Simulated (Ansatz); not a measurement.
**BH₅S (built from SMILES BS.[H][H]): a barrier at many levels of theory**

Aim: the barrier and energy of one elementary step (B1–H6 formed, S2–H5 formed, H5–H6 broken) from LDA up to coupled cluster, on fixed structures, to see where each rung fails.

The runs use Ansatz 0.2.0, Gaussian basis; single points in def2-TZVPP on PBE0-D4/def2-TZVP structures.

Levels: SPW92, PBE-D4, BLYP-D4, r2SCAN-D4, B97M-V, PBE0-D4, B3LYP-D4, r2SCAN0-D4, BHLYP-D4, CAM-B3LYP-D4, wB97X-V, wB97M-V, B2PLYP, PBE-QIDH, RPA on PBE, Hartree-Fock, MP2, CCSD, CCSD(T). The reference is CCSD(T) at the basis limit, from triple and quadruple zeta. Zero-point energies come from PBE0-D4 vibrations.

Correlated methods freeze the cores. B3LYP uses VWN-RPA correlation. B2PLYP carries no dispersion term here.

80 further runs of the same task are left out: 80 set aside as unsound or not needed.

**1. The three structures**

Charge 0, multiplicity 1. The folders r, ts and p hold the start, the saddle and the end; their coordinates stand in the first inputs.

```csv
pair,r (Å),ts (Å),p (Å)
B1–H6,3.306,1.266,1.203
S2–H5,3.668,1.568,1.346
H5–H6,0.747,1.171,2.830
```

**2. SPW92/def2-TZVPP**

File r/in.yaml:

```yaml
crystal:
  periodic: [false, false, false]
  atoms:
    - {symbol: B, position_ang: [0.100098, -0.161750, -0.914767]}
    - {symbol: S, position_ang: [1.058470, 1.298993, -0.658810]}
    - {symbol: H, position_ang: [-1.084663, -0.116773, -1.018935]}
    - {symbol: H, position_ang: [0.714497, -1.180575, -0.979824]}
    - {symbol: H, position_ang: [-0.175659, -0.748582, 2.123574]}
    - {symbol: H, position_ang: [-0.679998, -1.298098, 2.089797]}
    - {symbol: H, position_ang: [0.067154, 2.206885, -0.641035]}
basis:
  gaussian: {orbitals: def2-TZVPP}
hamiltonian: {xc: lda}
```

File ts/in.yaml:

```yaml
crystal:
  periodic: [false, false, false]
  atoms:
    - {symbol: B, position_ang: [-0.178113, -0.608341, -0.219281]}
    - {symbol: S, position_ang: [0.976897, 1.081584, -0.195475]}
    - {symbol: H, position_ang: [-1.201140, -0.381145, -0.784931]}
    - {symbol: H, position_ang: [0.585002, -1.464624, -0.547785]}
    - {symbol: H, position_ang: [0.255128, 0.172415, 0.858517]}
    - {symbol: H, position_ang: [-0.414968, -0.775549, 1.013176]}
    - {symbol: H, position_ang: [-0.022906, 1.975760, -0.124221]}
basis:
  gaussian: {orbitals: def2-TZVPP}
hamiltonian: {xc: lda}
```

File p/in.yaml:

```yaml
crystal:
  periodic: [false, false, false]
  atoms:
    - {symbol: B, position_ang: [-0.345679, -0.749565, -0.236240]}
    - {symbol: S, position_ang: [0.667537, 0.945594, -0.194646]}
    - {symbol: H, position_ang: [-1.053709, -0.554583, -1.194631]}
    - {symbol: H, position_ang: [0.549265, -1.532234, -0.446689]}
    - {symbol: H, position_ang: [1.313613, 0.901850, 0.985441]}
    - {symbol: H, position_ang: [-0.902712, -0.851287, 0.824654]}
    - {symbol: H, position_ang: [-0.228415, 1.840328, 0.262110]}
basis:
  gaussian: {orbitals: def2-TZVPP}
hamiltonian: {xc: lda}
```

The same command starts each run, in its folder.

The run is started by

```sh
$ ansatz run in.yaml --threads 2 --pin off --events-out ev --progress --plain --max-ram 4352MiB
```

After this run come: PBE-D4/def2-TZVPP; BLYP-D4/def2-TZVPP; r2SCAN-D4/def2-TZVPP; B97M-V/def2-TZVPP; PBE0-D4/def2-TZVPP; B3LYP-D4/def2-TZVPP; r2SCAN0-D4/def2-TZVPP; BHLYP-D4/def2-TZVPP; CAM-B3LYP-D4/def2-TZVPP; wB97X-V/def2-TZVPP; wB97M-V/def2-TZVPP; B2PLYP/def2-TZVPP; PBE-QIDH/def2-TZVPP; RPA on PBE/def2-TZVPP; CCSD(T)/def2-TZVPP; MP2/def2-QZVPP; Vibrations of the start structure; Vibrations of the end structure.

Before running it: what results should come out? Wanted: barrier, CCSD(T)/CBS; reverse barrier, CCSD(T)/CBS; step energy, CCSD(T)/CBS; barrier with zero-point energy; step energy with zero-point energy; imaginary mode at the saddle; largest T1 diagnostic.

The runs gave:

| quantity | value |
| --- | --- |
| barrier, CCSD(T)/CBS | 104.6 kJ/mol |
| reverse barrier, CCSD(T)/CBS | 78.3 kJ/mol |
| step energy, CCSD(T)/CBS | +26.3 kJ/mol |
| barrier with zero-point energy | 115.3 kJ/mol |
| step energy with zero-point energy | +44.2 kJ/mol |
| imaginary mode at the saddle | 736i cm⁻¹ |
| largest T1 diagnostic | 0.014 |

The functionals run from B2PLYP, off by +0.9 kJ/mol, to SPW92, off by -77.8 kJ/mol, against CCSD(T)/CBS. By rung, the mean size of the error is: LDA 77.8, GGA 22.7, meta-GGA 19.7, hybrid 15.4, range-separated hybrid 5.6, double hybrid 7.9 kJ/mol. PBE-D4 gives a barrier 37.5 kJ/mol too low, outside chemical accuracy (1 kcal/mol, 4.2 kJ/mol). Every functional without exact exchange puts the barrier too low, the usual mark of self-interaction error, which favours the spread-out density of a saddle. The barrier rises with the share of exact exchange, from BLYP-D4 through B3LYP-D4 to BHLYP-D4 (-7.8, -3.9, +10.0 kJ/mol). Hartree-Fock, with no correlation, is off by +61.5 kJ/mol. Zero-point motion raises the barrier by 10.7 kJ/mol.
